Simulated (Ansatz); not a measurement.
**BrClF₂Ti: a ladder of functionals and wavefunction methods**

An exercise on one series of results from a longer session: the logs are not shown, and one member is left open.

The runs use Ansatz 0.2.0, Gaussian basis; functionals in def2-TZVPP, the program's frozen cores in correlated methods.

Levels to be run: LDA (SPW92), PBE-D4, revPBE-D4, BLYP-D4, r2SCAN-D4, B97M-V, PBE0-D4, B3LYP-D4, r2SCANh-D4, r2SCAN0-D4, HSE06-D4, BHLYP-D4, CAM-B3LYP-D4, LC-ωPBE, ωB97X-V, ωB97M-V, B2PLYP, PBE-QIDH; CCSD(T)/def2-SVP; CCSD(T)/def2-TZVPP; MP2/def2-QZVPP; extrapolation to the limit; RPA on PBE.

## The relaxed structure

An earlier PBE0-D4 in a triple-zeta def2 set relaxation fixed the geometry.

SMILES `[F][Ti]([F])([Cl])[Br]`, 5 atoms, charge 0, spin multiplicity 1.

Atoms are counted from 1 here; the program's logs count them from 0.

Bond lengths: F1–Ti2 1.733 Å, Ti2–F3 1.733 Å, Ti2–Cl4 2.169 Å, Ti2–Br5 2.326 Å. Angles: F1–Ti2–F3 109.2°, F1–Ti2–Cl4 109.6°, F1–Ti2–Br5 109.4°, F3–Ti2–Cl4 109.6°, F3–Ti2–Br5 109.4°, Cl4–Ti2–Br5 109.7°.

Set-up of the first run:

in.yaml

```yaml
crystal:
  periodic: [false, false, false]
  atoms:
    - {symbol: F, position_ang: [-0.057267, -0.294264, 1.771856]}
    - {symbol: Ti, position_ang: [0.065835, -0.100039, 0.054066]}
    - {symbol: F, position_ang: [1.426030, -1.003281, -0.527057]}
    - {symbol: Cl, position_ang: [-1.746242, -0.827128, -0.890871]}
    - {symbol: Br, position_ang: [0.361545, 2.151013, -0.449394]}
basis:
  gaussian: {orbitals: def2-TZVPP}
hamiltonian: {xc: lda}
output: {orbitals: {seedname: orbitals}}
```

Started as:

```console
ansatz run in.yaml --threads 4 --pin off --events-out ev --progress --plain --max-ram 10444MiB
```

Steps of the session up to this table: LDA; PBE-D4 (GGA); revPBE-D4 (GGA); BLYP-D4 (GGA); r2SCAN-D4 (meta-GGA); B97M-V (meta-GGA); B3LYP-D4 (hybrid); r2SCANh-D4 (hybrid); r2SCAN0-D4 (hybrid); HSE06-D4 (hybrid); BHLYP-D4 (hybrid); CAM-B3LYP-D4 (range-separated); LC-ωPBE (range-separated); ωB97X-V (range-separated); ωB97M-V (range-separated); B2PLYP (double hybrid); PBE-QIDH (double hybrid).

One table of the session follows, with a row left open; its other results are not shown here.

It belongs to the step «Frontier levels by functional». 

```
  functional  HOMO (eV)  LUMO (eV)  gap (eV)
 LDA (SPW92)      -8.20      -4.66      3.54
      PBE-D4      -8.01      -4.40      3.60
   revPBE-D4      -7.94      -4.32      3.62
     BLYP-D4      -7.84      -4.30      3.54
   r2SCAN-D4          ?          ?         ?
      B97M-V      -8.42      -4.41      4.01
     PBE0-D4      -9.31      -3.61      5.70
    B3LYP-D4      -9.05      -3.85      5.20
  r2SCANh-D4      -8.84      -4.10      4.74
  r2SCAN0-D4      -9.56      -3.60      5.95
    HSE06-D4      -8.92      -3.99      4.93
    BHLYP-D4     -10.46      -2.62      7.84
CAM-B3LYP-D4     -10.60      -2.57      8.03
     LC-ωPBE     -11.95      -1.51     10.44
     ωB97X-V     -11.59      -1.48     10.11
     ωB97M-V     -11.45      -1.46      9.99
```

Q: Estimate the row for r2SCAN-D4 from the others.

Worked estimate for «HOMO (eV)». Against the share of exact exchange, r2SCANh-D4 (0.1, -8.84), r2SCAN0-D4 (0.25, -9.56) give a slope of -4.80 per unit share; at 0 the line stands at -8.36.

**Answer.** HOMO (eV): -8.37; LUMO (eV): -4.42; gap (eV): 3.95. In «HOMO (eV)» the line misses by +0.01.
